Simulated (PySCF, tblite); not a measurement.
# C₈H₅ClN₂: vibronic structure

Aim: compute the vibronic structure of C₈H₅ClN₂ (`Clc1cnc2ccccc2n1`).

Programs: tblite 0.8.0 and PySCF 2.14.0, with routines of our own; each step states its level. All values are computed. Atoms count from 0.

## 1. The system as given

16 atoms, charge 0, multiplicity 1; geometry from: force field or distance geometry start.

## 2. Geometry optimisation with GFN2-xTB

Job settings and geometry (Å):

```
{"job": {"kind": "relax", "xc": "GFN2-xTB", "basis": "xTB"}, "charge": 0, "multiplicity": 1}
Cl     4.012600    -1.274500     0.200800
C      2.428500    -0.611700     0.370200
C      2.096900     0.160000     1.468600
N      0.845800     0.692700     1.603500
C     -0.038200     0.397200     0.641500
C     -1.336600     0.896300     0.709100
C     -2.275000     0.627000    -0.283000
C     -1.913700    -0.156900    -1.363900
C     -0.617500    -0.671700    -1.457400
C      0.323400    -0.406000    -0.475400
N      1.564900    -0.917100    -0.610300
H      2.791200     0.392400     2.254300
H     -1.614800     1.513200     1.574500
H     -3.278800     1.023900    -0.199700
H     -2.649100    -0.373200    -2.145000
H     -0.347200    -1.282400    -2.299200
```

Started as:

```
$ OMP_NUM_THREADS=1 python excited_run.py task.json out
```

This one command runs all jobs of the session in turn.

The program printed:

```text
step      E/eV     max force
  0    -817.92980    2.912
  1    -818.10936    1.041
  2    -818.13238    0.207
  3    -818.13587    0.140
  4    -818.14077    0.104
  5    -818.14204    0.091
  6    -818.14316    0.091
  7    -818.14367    0.062
  8    -818.14390    0.032
  9    -818.14400    0.031
 10    -818.14409    0.028
 11    -818.14418    0.026
 12    -818.14426    0.027
 13    -818.14432    0.025
 14    -818.14437    0.016
 15    -818.14440    0.015
 16    -818.14442    0.012
 17    -818.14443    0.010
```

It took 0.23 s on 1 thread of Arm Neoverse N1, shared host.

The steps of the relaxation:

```tsv
step	energy from step 0 (eV)	largest force (eV/Å)
0	0.0000	2.9123
1	-0.1796	1.0406
2	-0.2026	0.2068
3	-0.2061	0.1396
4	-0.2110	0.1037
5	-0.2122	0.0914
6	-0.2134	0.0908
7	-0.2139	0.0619
8	-0.2141	0.0320
9	-0.2142	0.0308
10	-0.2143	0.0283
11	-0.2144	0.0264
12	-0.2145	0.0271
13	-0.2145	0.0254
14	-0.2146	0.0164
15	-0.2146	0.0150
16	-0.2146	0.0117
17	-0.2146	0.0099
```

Close pairs (by a distance rule), those that changed most:

```tsv
bond	before (Å)	after (Å)	change (Å)
C2–N3	1.366	1.300	-0.067
C1–N10	1.342	1.299	-0.042
C1–C2	1.383	1.417	+0.034
C7–C8	1.398	1.368	-0.030
C5–C6	1.392	1.368	-0.024
C6–C7	1.383	1.405	+0.022
C8–C9	1.386	1.407	+0.021
C5–H12	1.099	1.079	-0.020
```

The next job starts from the end point, and lists it.

## 3. Vibrational analysis with GFN2-xTB

Job settings and geometry (Å):

```
{"job": {"kind": "ir", "xc": "GFN2-xTB", "basis": "xTB"}, "charge": 0, "multiplicity": 1}
Cl     3.999704    -1.256228     0.221648
C      2.408062    -0.623224     0.354208
C      2.062679     0.175960     1.471910
N      0.866206     0.668412     1.597601
C     -0.039202     0.396059     0.630584
C     -1.346541     0.908903     0.723338
C     -2.254322     0.629254    -0.261494
C     -1.899131    -0.165072    -1.365003
C     -0.637031    -0.680006    -1.483861
C      0.318557    -0.407810    -0.487796
N      1.568655    -0.908748    -0.595776
H      2.782401     0.397152     2.247252
H     -1.597434     1.515421     1.579219
H     -3.259238     1.019299    -0.197747
H     -2.639066    -0.367581    -2.124916
H     -0.341899    -1.292845    -2.320578
```

The program printed:

```text
mode    cm-1     km/mol
  1      80.5      0.03
  2     154.6      1.69
  3     202.6      0.25
  4     261.1      0.59
  5     352.8      0.09
  6     365.8     12.25
  7     407.0      2.42
  8     444.0      3.72
  9     480.8      0.07
 10     510.0      0.70
 11     567.4      4.66
 12     619.2      0.16
 13     624.8      0.96
 14     754.3      0.61
 15     769.4     37.48
 16     802.1      6.31
 17     844.1      3.06
 18     868.1      7.50
 19     882.4      0.78
 20     918.5      1.21
 21     932.2      0.02
 22     941.4     59.80
 23    1055.8      0.95
 24    1098.6    115.84
 25    1139.1     42.16
 26    1164.1      0.28
 27    1206.0     39.01
 28    1230.3      4.92
 29    1285.7     37.24
 30    1318.2      8.54
 31    1348.7      5.14
 32    1393.1      0.40
 33    1440.7      5.26
 34    1493.9      7.49
 35    1534.3     60.83
 36    1554.5      0.14
 37    1603.4      1.12
 38    3070.6      8.20
 39    3084.4      4.78
 40    3092.7     28.71
 41    3106.4     23.08
 42    3109.3     11.33
```

Run time: 1.1 s. Hardware: 1 thread of Arm Neoverse N1, shared host.

The strongest bands and the atoms that carry them (share of the mass-weighted mode):

```tsv
cm⁻¹	km/mol	atoms
769	37.5	H13 21 %, H14 20 %, H15 15 %, H12 15 %
941	59.8	C2 25 %, C1 21 %, N10 16 %
1099	115.8	C1 30 %, H11 28 %, C2 13 %
1139	42.2	H12 26 %, H13 25 %, H15 10 %
1206	39.0	H11 22 %, C4 19 %, H13 15 %
1286	37.2	N10 20 %, C9 15 %, N3 13 %
1534	60.8	N10 23 %, C1 22 %, N3 21 %, C2 16 %
3093	28.7	H14 42 %, H13 35 %
```

## 4. Vibronic structure: TDDFT BHandHLYP/6-31G*

The job, as its differences from that of step 3:

```diff
@@ -1,2 +1,2 @@
-{"job": {"kind": "ir", "xc": "GFN2-xTB", "basis": "xTB"}, "charge": 0, "multiplicity": 1}
+{"job": {"kind": "vib", "xc": "BHandHLYP", "basis": "6-31G*", "tda": false}, "charge": 0, "multiplicity": 1}
 Cl     3.999704    -1.256228     0.221648
```

With the program's defaults for keys left out, this is: TDDFT BHandHLYP/6-31G* vertical-gradient vibronic structure (displaced harmonic oscillators, Condon), gas phase.

The program printed:

```text
final grid: 70360 points
cycle   1  E = -877.2103131648  dE =  2.819e+00  |g| = 5.244e-01  |ddm| = 4.636e+00
cycle   2  E = -877.2011807753  dE =  9.132e-03  |g| = 6.108e-01  |ddm| = 1.207e+00
cycle   3  E = -877.2885317802  dE = -8.735e-02  |g| = 7.739e-02  |ddm| = 6.783e-01
cycle   4  E = -877.2898595635  dE = -1.328e-03  |g| = 4.822e-02  |ddm| = 1.330e-01
cycle   5  E = -877.2904519414  dE = -5.924e-04  |g| = 8.468e-03  |ddm| = 5.456e-02
cycle   6  E = -877.2904715420  dE = -1.960e-05  |g| = 3.515e-03  |ddm| = 1.419e-02
cycle   7  E = -877.2904752143  dE = -3.672e-06  |g| = 1.277e-03  |ddm| = 5.060e-03
cycle   8  E = -877.2904758223  dE = -6.080e-07  |g| = 4.459e-04  |ddm| = 2.177e-03
cycle   9  E = -877.2904758949  dE = -7.267e-08  |g| = 2.414e-04  |ddm| = 8.856e-04
cycle  10  E = -877.2904759131  dE = -1.819e-08  |g| = 5.557e-05  |ddm| = 3.252e-04
cycle  11  E = -877.2904759150  dE = -1.926e-09  |g| = 2.880e-05  |ddm| = 1.189e-04
cycle  12  E = -877.2904759155  dE = -4.820e-10  |g| = 1.244e-05  |ddm| = 6.113e-05
converged SCF energy = -877.2904759155

Singlet excitations (eV, f): 4.286 (0.0043)  4.662 (0.0841)  4.780 (0.0691)  5.703 (0.0000)  6.086 (0.0000)  6.128 (0.7584)

State S1  4.2863 eV  f = 0.00426  H-2->L 0.93
  relaxed dipole 1.733 D, largest gradient of the excitation energy 0.0374 Eh/bohr
  mode    cm-1        S   lambda/meV  Raman
   32   1393.1    0.4999      86.3   1.000
   13    624.8    1.0615      82.2   0.427
   31   1348.7    0.3194      53.4   0.599
    5    352.8    0.9142      40.0   0.117
   10    510.0    0.5046      31.9   0.135
   23   1055.8    0.0429       5.6   0.049
   28   1230.3    0.0092       1.4   0.014
   24   1098.6    0.0083       1.1   0.010
   36   1554.5    0.0054       1.0   0.013
   30   1318.2    0.0063       1.0   0.011
   27   1206.0    0.0068       1.0   0.010
   34   1493.9    0.0055       1.0   0.013
  reorganisation energy 0.3108 eV, total S 3.434, 0-0 3.9755 eV
  absorption maximum 4.217 eV, width 0.454 eV

State S2  4.6621 eV  f = 0.08411  H->L 0.79, H-1->L 0.09
  relaxed dipole 4.106 D, largest gradient of the excitation energy 0.0480 Eh/bohr
  mode    cm-1        S   lambda/meV  Raman
   32   1393.1    0.4905      84.7   1.000
   36   1554.5    0.3702      71.3   0.939
   31   1348.7    0.2326      38.9   0.444
   10    510.0    0.3927      24.8   0.107
   27   1206.0    0.0948      14.2   0.145
   37   1603.4    0.0612      12.2   0.165
   11    567.4    0.1520      10.7   0.051
   13    624.8    0.1376      10.7   0.056
   35   1534.3    0.0497       9.5   0.123
   17    844.1    0.0854       8.9   0.064
    5    352.8    0.1427       6.2   0.019
   34   1493.9    0.0327       6.0   0.077
  reorganisation energy 0.3163 eV, total S 2.484, 0-0 4.3458 eV
  absorption maximum 4.526 eV, width 0.466 eV

State S6  6.1283 eV  f = 0.75841  H->L+1 0.64, H-1->L 0.16, H-1->L+2 0.10
  relaxed dipole 3.039 D, largest gradient of the excitation energy 0.0260 Eh/bohr
  mode    cm-1        S   lambda/meV  Raman
   16    802.1    0.2684      26.7   1.000
   11    567.4    0.2880      20.3   0.537
   10    510.0    0.2019      12.8   0.304
   13    624.8    0.1638      12.7   0.370
   32   1393.1    0.0610      10.5   0.685
   23   1055.8    0.0711       9.3   0.459
   35   1534.3    0.0441       8.4   0.601
   29   1285.7    0.0329       5.2   0.315
   17    844.1    0.0479       5.0   0.198
   24   1098.6    0.0288       3.9   0.202
   26   1164.1    0.0153       2.2   0.120
    7    407.0    0.0321       1.6   0.031
  reorganisation energy 0.1233 eV, total S 1.313, 0-0 6.0050 eV
  absorption maximum 6.005 eV, width 0.178 eV

State T1  3.1374 eV  f = 0.00000  H->L 0.73
  relaxed dipole 3.578 D, largest gradient of the excitation energy 0.0662 Eh/bohr
  mode    cm-1        S   lambda/meV  Raman
   36   1554.5    1.1318     218.1   1.000
   32   1393.1    0.7404     127.9   0.525
   31   1348.7    0.2177      36.4   0.145
   35   1534.3    0.1336      25.4   0.115
   27   1206.0    0.1396      20.9   0.074
   10    510.0    0.2311      14.6   0.022
   11    567.4    0.1819      12.8   0.021
   24   1098.6    0.0569       7.7   0.025
    5    352.8    0.0577       2.5   0.003
    3    202.6    0.0923       2.3   0.001
   29   1285.7    0.0135       2.1   0.008
   17    844.1    0.0200       2.1   0.005
  reorganisation energy 0.4807 eV, total S 3.074, 0-0 2.6567 eV
  absorption maximum 3.027 eV, width 0.584 eV
```

It took 95 s on 1 thread of Arm Neoverse N1, shared host; peak memory 1 GiB.

## 5. Summary of results

| quantity | value |
| --- | --- |
| strongest single infrared mode (GFN2-xTB) | 1099 cm⁻¹, 116 km/mol |
| zero-point energy (GFN2-xTB) | 68.8 kcal/mol |
| S1: vertical, reorganisation, 0-0, total S (step 4, TDDFT BHandHLYP/6-31G*, modes from GFN2-xTB) | 4.29, 0.31, 3.98 eV; 3.4 |
| S2: vertical, reorganisation, 0-0, total S (step 4, TDDFT BHandHLYP/6-31G*, modes from GFN2-xTB) | 4.66, 0.32, 4.35 eV; 2.5 |
| S6: vertical, reorganisation, 0-0, total S (step 4, TDDFT BHandHLYP/6-31G*, modes from GFN2-xTB) | 6.13, 0.12, 6.00 eV; 1.3 |

In words: All 42 modes are real, so the xTB geometry is a minimum. The strongest single mode, at 1099 cm⁻¹, is carried by C1, H11, C2. GFN2-xTB is a fitted tight-binding method: band positions and strengths are rough. Its intensities can rank the bands wrongly. Some states lie very close; unless symmetry makes them partners, their order is unsure. The vibronic model keeps the ground-state modes (from xTB) and shifts them along the gradient alone, so it can miss much of the relaxation that a full optimisation finds.
